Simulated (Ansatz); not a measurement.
# GaHS2: the cost of one run

The runs use Ansatz 0.2.0, Gaussian basis; RKS PBE0/def2-TZVP.

### 1 The starting structure

4 atoms, charge 0, spin multiplicity 1.

Atoms are counted from 1 here; the program's logs count them from 0.

Bond lengths: S1–Ga2 2.254 Å, S1–H4 1.335 Å, Ga2–S3 2.091 Å. Angles: Ga2–S1–H4 92.3°, S1–Ga2–S3 176.1°.

The start was built by rule and, where that kept it together, relaxed with GFN2-xTB. Sticks and bond lists go by distance. No spin-orbit coupling is included. 

### 2 The run

The input, in.yaml:

```yaml
crystal:
  periodic: [false, false, false]
  atoms:
    - {symbol: S, position_ang: [-1.587297, -0.493181, -0.003291]}
    - {symbol: Ga, position_ang: [0.649775, -0.220898, -0.001090]}
    - {symbol: S, position_ang: [2.738097, -0.110789, 0.000451]}
    - {symbol: H, position_ang: [-1.800575, 0.824868, 0.003930]}
basis:
  gaussian: {orbitals: def2-TZVP}
hamiltonian: {xc: pbe0}
relax: {f_tol: 0.004, max_steps: 80}
```

Command:

```sh
> ansatz run in.yaml --threads 1 --pin off --events-out ev --progress --plain --max-ram 2176MiB
```

What time and memory should one allow on 1 thread of Arm Neoverse V1, shared host?

About 38 s, with a peak of 0.27 GiB.
